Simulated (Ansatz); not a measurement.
# H4O3SSi: a ladder of functionals and wavefunction methods

Aim: compute H4O3SSi with functionals from several rungs and with coupled cluster, and see how far each lands from CCSD(T) at the basis-set limit for the atomisation energy.

The runs use Ansatz 0.2.0, Gaussian basis; functionals in def2-TZVPP, the program's frozen cores in correlated methods.

Levels to be run: LDA (SPW92), PBE-D4, revPBE-D4, BLYP-D4, r2SCAN-D4, B97M-V, PBE0-D4, B3LYP-D4, r2SCANh-D4, r2SCAN0-D4, HSE06-D4, BHLYP-D4, CAM-B3LYP-D4, LC-ωPBE, ωB97X-V, ωB97M-V, B2PLYP, PBE-QIDH; CCSD(T)/def2-SVP; CCSD(T)/def2-TZVPP; MP2/def2-QZVPP; extrapolation to the limit; RPA on PBE.

### Step 1. The geometry

An earlier PBE0-D4 in a triple-zeta def2 set relaxation fixed the geometry.

SMILES `O[Si](O)(O)S`, 9 atoms, charge 0, spin multiplicity 1.

Atoms are counted from 1 here; the program's logs count them from 0.

Bond lengths: O1–Si2 1.629 Å, O1–H6 0.960 Å, Si2–O3 1.631 Å, Si2–O4 1.634 Å, Si2–S5 2.124 Å, O3–H7 0.958 Å, O4–H8 0.959 Å, S5–H9 1.343 Å. Angles: Si2–O1–H6 116.0°, O1–Si2–O3 106.0°, O1–Si2–O4 115.7°, O1–Si2–S5 107.1°, O3–Si2–O4 106.4°, O3–Si2–S5 115.9°, O4–Si2–S5 106.1°, Si2–O3–H7 117.4°, Si2–O4–H8 117.3°, Si2–S5–H9 93.7°.

### Step 2. LDA

This LDA is Slater exchange with PW92 correlation.

File in.yaml:

```yaml
crystal:
  periodic: [false, false, false]
  atoms:
    - {symbol: O, position_ang: [-1.134924, 1.001301, -0.499976]}
    - {symbol: Si, position_ang: [-0.027385, -0.095510, -0.026174]}
    - {symbol: O, position_ang: [0.925821, -0.360368, -1.322246]}
    - {symbol: O, position_ang: [-0.619427, -1.552478, 0.417406]}
    - {symbol: S, position_ang: [0.938981, 0.696176, 1.691082]}
    - {symbol: H, position_ang: [-1.375378, 0.981650, -1.428900]}
    - {symbol: H, position_ang: [1.559518, -1.077086, -1.264852]}
    - {symbol: H, position_ang: [-1.151260, -1.586801, 1.214189]}
    - {symbol: H, position_ang: [0.972554, 1.946815, 1.202369]}
basis:
  gaussian: {orbitals: def2-TZVPP}
hamiltonian: {xc: lda}
output: {orbitals: {seedname: orbitals}}
```

Further steps of the session: PBE-D4 (GGA); revPBE-D4 (GGA); BLYP-D4 (GGA); r2SCAN-D4 (meta-GGA); B97M-V (meta-GGA); PBE0-D4 (hybrid); B3LYP-D4 (hybrid); r2SCANh-D4 (hybrid); r2SCAN0-D4 (hybrid); HSE06-D4 (hybrid); BHLYP-D4 (hybrid); CAM-B3LYP-D4 (range-separated); LC-ωPBE-D4 (range-separated); ωB97X-V (range-separated); ωB97M-V (range-separated); B2PLYP (double hybrid); PBE-QIDH (double hybrid); CCSD(T) in def2-SVP; CCSD(T) in def2-TZVPP; MP2 in def2-QZVPP; RPA on PBE orbitals.

Q: Predict the results of all the runs planned. Wanted: atomisation energy, CCSD(T)/CBS; farthest beyond LDA; mean size of error, GGA; mean size of error, meta-GGA; mean size of error, hybrid; mean size of error, range-separated; mean size of error, double hybrid; gap, smallest and largest; T1 diagnostic.

The runs gave:

| quantity | value |
| --- | --- |
| atomisation energy, CCSD(T)/CBS | 3527.5 kJ/mol |
| functionals within 17.6 kJ/mol (0.5 %) | PBE-D4, ωB97M-V |
| farthest beyond LDA | BHLYP-D4 (-189.5 kJ/mol) |
| mean size of error, GGA | 50.2 kJ/mol |
| mean size of error, meta-GGA | 19.9 kJ/mol |
| mean size of error, hybrid | 91.0 kJ/mol |
| mean size of error, range-separated | 29.5 kJ/mol |
| mean size of error, double hybrid | 78.8 kJ/mol |
| gap, smallest and largest | 5.55 eV (BLYP-D4), 12.88 eV (LC-ωPBE) |
| T1 diagnostic | 0.0115 |
| triples share of the correlation energy | 3.6 % |

In words: The LDA atomisation energy is off by 526.2 kJ/mol (15 %): it overbinds. PBE-D4 is off by +16.4 kJ/mol. Double hybrids carry the basis error of their MP2 part in triple zeta, and no dispersion term here, so their miss is partly the set-up's. Taken by rung, meta-GGA functionals do best (19.9 kJ/mol on average) and hybrid ones worst beyond LDA (91.0 kJ/mol). The mean of the hybrids holds BHLYP, with half exact exchange. The reference freezes the cores and leaves out relativity and excitations past (T), so misses under about 17.6 kJ/mol can't be ranked. Hartree-Fock recovers 69 % of the binding; the rest is correlation. CCSD(T) in def2-SVP is off by -359.5 kJ/mol, worse than the median functional, from the basis alone. Orbital gaps span 5.6 to 12.9 eV; exact exchange widens them.
